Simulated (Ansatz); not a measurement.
# Sr: an axial (c/a) deformation path

One table from this session's results is given with a row withheld; the runs are named, their logs left out.

This is Sr in the hcp structure; at room conditions it is fcc.

Program: Ansatz 0.2.0. Level of theory: DFT PBEsol, scalar-relativistic, plane waves, PAW. These are calculated values, not measurements.

## The starting structure

It takes space group P6_3/mmc (No. 194, hexagonal). Conventional cell: a = 4.310 Å, b = 4.310 Å, c = 7.050 Å, α = 90.00°, β = 90.00°, γ = 120.00°. Sr (site symmetry -6m2) has 12 Sr at 4.31 Å in its first shell of neighbours.

As a file:

```xyz
2
Lattice="4.3100 0.0000 0.0000 -2.1550 3.7326 0.0000 0.0000 0.0000 7.0500" Properties=species:S:1:pos:R:3 pbc="T T T"
Sr    0.0000    2.4884    1.7625
Sr    2.1550    1.2442    5.2875
```

No relaxation comes first: the listed cell is the starting point.

The first run:

The input, input.yaml:

```yaml
crystal:
  lattice:
    - [4.3100002207, 0.0, 0.0]
    - [-2.1550001104, 3.7325696814, 0.0]
    - [0.0, 0.0, 7.05]
  atoms:
    - { symbol: Sr, position: [0.3333333333, 0.6666666667, 0.25] }
    - { symbol: Sr, position: [0.6666666667, 0.3333333333, 0.75] }
basis:
  ecutwfc: 420
kpoints:
  mp_grid: { grid: [12, 12, 8] }
hamiltonian:
  xc: pbesol
scf:
  occupations: { method: gaussian, width: 0.15 }
output:
  forces: true
  stress: true
  eigenvalues: true
```

Run with:

```sh
$ ansatz run input.yaml --threads 1 --pin off --max-ram 2560MiB --backend cpu --events-out ev --progress --plain --runs-dir out
```

Among the steps run: The undisturbed cell; At ρ = 0.850; At ρ = 1.200; At ρ = 0.920; At ρ = 1.100; ρ = 0.960; Point ρ = 1.050; ρ = 0.800; At ρ = 1.300.

One of the session's tables, all rows but one given; the rest of the session is left out.

It belongs to the step «The scan collected». Collected from the runs (energy zero: the undisturbed cell):

| ρ | ΔE (meV/atom) | pressure (GPa) |
| --- | --- | --- |
| 0.800 | 96.2 | -0.6 |
| 0.850 | 54.9 | -0.7 |
| 0.920 | 15.5 | -0.8 |
| 0.960 | ? | ? |
| 1.000 | 0.0 | -0.9 |
| 1.050 | 5.0 | -0.8 |
| 1.100 | 20.7 | -0.8 |
| 1.200 | 82.7 | -0.5 |
| 1.300 | 177.7 | 0.0 |

Estimate the missing values for ρ = 0.960.

Worked estimate for «ΔE (meV/atom)». A straight line through the neighbours (0.920, 15.5) and (1.000, 0.0) gives 15.5 + (0.0 − 15.5) × (0.960 − 0.920) / (1.000 − 0.920) = 7.8; a parabola fitted to 4 rows on both sides gives 3.9.

**Answer.** ΔE (meV/atom): 4.0; pressure (GPa): -0.8. In «ΔE (meV/atom)» the line misses by +3.8 and the parabola by -0.1.
